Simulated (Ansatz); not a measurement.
# C2H5BS: small, medium and large basis sets

An exercise on one series of results from a longer session: the logs are not shown, and one member is left open.

Program: Ansatz 0.2.0, Gaussian basis. Level of theory: one geometry, several basis sets. These are calculated values, not measurements.

Levels to be run: PBE0-D4/def2-SVP; ωB97M-V/def2-SVP; PBE0-D4/def2-QZVPP; ωB97M-V/def2-QZVPP; the functionals' def2-TZVPP values are taken from earlier runs.

### The relaxed structure

An earlier PBE0-D4 in a triple-zeta def2 set relaxation fixed the geometry.

9 atoms, charge 0, spin multiplicity 1.

Atoms are counted from 1 here; the program's logs count them from 0.

Bond lengths: B1–C2 1.530 Å, B1–H5 1.198 Å, B1–H6 1.198 Å, C2–C3 1.464 Å, C2–S4 1.631 Å, C3–H7 1.096 Å, C3–H8 1.096 Å, C3–H9 1.090 Å. Angles: C2–B1–H5 119.0°, C2–B1–H6 119.0°, H5–B1–H6 120.9°, B1–C2–C3 144.3°, B1–C2–S4 84.6°, C3–C2–S4 131.0°, C2–C3–H7 108.7°, C2–C3–H8 108.7°, C2–C3–H9 113.4°, H7–C3–H8 105.6°, H7–C3–H9 110.1°, H8–C3–H9 110.1°.

Set-up of the first run:

in.yaml

```yaml
crystal:
  periodic: [false, false, false]
  atoms:
    - {symbol: B, position_ang: [-0.398553, 1.195225, -0.855704]}
    - {symbol: C, position_ang: [0.069428, -0.140494, -0.274129]}
    - {symbol: C, position_ang: [0.295536, -0.883468, 0.967348]}
    - {symbol: S, position_ang: [0.285028, -0.569033, -1.832783]}
    - {symbol: H, position_ang: [-1.571193, 1.381172, -1.012457]}
    - {symbol: H, position_ang: [0.383675, 2.098206, -0.939119]}
    - {symbol: H, position_ang: [-0.642106, -0.915670, 1.533278]}
    - {symbol: H, position_ang: [0.996424, -0.318074, 1.591604]}
    - {symbol: H, position_ang: [0.670261, -1.894266, 0.804859]}
basis:
  gaussian: {orbitals: def2-SVP}
hamiltonian: {xc: pbe0, dispersion: d4}
output: {orbitals: {seedname: orbitals}}
```

On the command line:

```console
> ansatz run in.yaml --threads 2 --pin off --events-out ev --progress --plain --max-ram 4352MiB
```

Steps of the session up to this table: PBE0-D4 in def2-SVP; ωB97M-V in def2-SVP; PBE0-D4 in def2-QZVPP; ωB97M-V in def2-QZVPP.

One of the session's tables, all rows but one given; the rest of the session is left out.

```
functional       basis  HOMO (eV)  LUMO (eV)
   PBE0-D4    def2-SVP          ?          ?
   PBE0-D4  def2-TZVPP      -7.47      -2.42
   PBE0-D4  def2-QZVPP      -7.49      -2.45
   ωB97M-V    def2-SVP      -9.55      -0.09
   ωB97M-V  def2-TZVPP      -9.60      -0.26
   ωB97M-V  def2-QZVPP      -9.61      -0.31
```

Q: Estimate the row for PBE0-D4, def2-SVP from the others.

The run gave: HOMO (eV): -7.45; LUMO (eV): -2.33. In the column «HOMO (eV)» it is the highest.
